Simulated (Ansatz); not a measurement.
# C3H11BSi: basis-set convergence

An exercise on one series of results from a longer session: the logs are not shown, and one member is left open.

The runs use Ansatz 0.2.0, Gaussian basis; one geometry, several basis sets.

The runs, in order: PBE0-D4/def2-SVP; ωB97M-V/def2-SVP; PBE0-D4/def2-QZVPP; ωB97M-V/def2-QZVPP; the functionals' def2-TZVPP values are taken from earlier runs.

### The relaxed structure

All runs share one geometry, relaxed beforehand with PBE0-D4 in a triple-zeta def2 set.

16 atoms, charge 0, spin multiplicity 1.

Atoms are counted from 1 here; the program's logs count them from 0.

Bond lengths: B1–Si2 2.015 Å, B1–H6 1.199 Å, B1–H7 1.199 Å, Si2–C3 1.889 Å, Si2–C4 1.880 Å, Si2–C5 1.880 Å, C3–H8 1.094 Å, C3–H9 1.093 Å, C3–H10 1.093 Å, C4–H11 1.093 Å, C4–H12 1.094 Å, C4–H13 1.093 Å, C5–H14 1.093 Å, C5–H15 1.094 Å, C5–H16 1.093 Å. Angles: Si2–B1–H6 121.9°, Si2–B1–H7 122.0°, H6–B1–H7 116.0°, B1–Si2–C3 105.1°, B1–Si2–C4 112.3°, B1–Si2–C5 112.2°, C3–Si2–C4 108.9°, C3–Si2–C5 108.9°, C4–Si2–C5 109.3°, Si2–C3–H8 109.6°, Si2–C3–H9 111.7°, Si2–C3–H10 111.7°, H8–C3–H9 107.8°, H8–C3–H10 107.8°, H9–C3–H10 108.1°, Si2–C4–H11 111.4°, Si2–C4–H12 110.9°, Si2–C4–H13 111.0° and more.

The first run:

Input file in.yaml:

```yaml
crystal:
  periodic: [false, false, false]
  atoms:
    - {symbol: B, position_ang: [0.130896, 1.829120, -1.047907]}
    - {symbol: Si, position_ang: [-0.032110, 0.069488, -0.080666]}
    - {symbol: C, position_ang: [1.223640, 0.164391, 1.327300]}
    - {symbol: C, position_ang: [0.397092, -1.392611, -1.181742]}
    - {symbol: C, position_ang: [-1.746104, -0.185451, 0.648674]}
    - {symbol: H, position_ang: [-0.500786, 2.794008, -0.719078]}
    - {symbol: H, position_ang: [0.913782, 1.993164, -1.941439]}
    - {symbol: H, position_ang: [1.196603, -0.763089, 1.907496]}
    - {symbol: H, position_ang: [1.004938, 0.990862, 2.007756]}
    - {symbol: H, position_ang: [2.241570, 0.294353, 0.952025]}
    - {symbol: H, position_ang: [-0.305118, -1.484714, -2.014479]}
    - {symbol: H, position_ang: [0.366622, -2.328738, -0.616747]}
    - {symbol: H, position_ang: [1.399772, -1.284611, -1.603006]}
    - {symbol: H, position_ang: [-2.507876, -0.244433, -0.133149]}
    - {symbol: H, position_ang: [-1.790293, -1.113536, 1.225891]}
    - {symbol: H, position_ang: [-2.015329, 0.639201, 1.313469]}
basis:
  gaussian: {orbitals: def2-SVP}
hamiltonian: {xc: pbe0, dispersion: d4}
output: {orbitals: {seedname: orbitals}}
```

On the command line:

```console
ansatz run in.yaml --threads 4 --pin off --events-out ev --progress --plain --max-ram 10444MiB
```

Among the steps run: PBE0-D4 in def2-SVP; ωB97M-V in def2-SVP; PBE0-D4 in def2-QZVPP; ωB97M-V in def2-QZVPP.

One table of the session follows, with a row left open; its other results are not shown here.

It belongs to the step «Functionals by basis». 

| functional | basis | HOMO (eV) | LUMO (eV) |
| --- | --- | --- | --- |
| PBE0-D4 | def2-SVP | -7.51 | -1.99 |
| PBE0-D4 | def2-TZVPP | -7.54 | -2.07 |
| PBE0-D4 | def2-QZVPP | -7.55 | -2.09 |
| ωB97M-V | def2-SVP | ? | ? |
| ωB97M-V | def2-TZVPP | -9.72 | -0.16 |
| ωB97M-V | def2-QZVPP | -9.72 | -0.23 |

**Question.** Estimate the row for ωB97M-V, def2-SVP.

As computed: HOMO (eV): -9.67; LUMO (eV): 0.03. In the column «HOMO (eV)» it lies between ωB97M-V, def2-QZVPP (-9.72) and PBE0-D4, def2-QZVPP (-7.55).
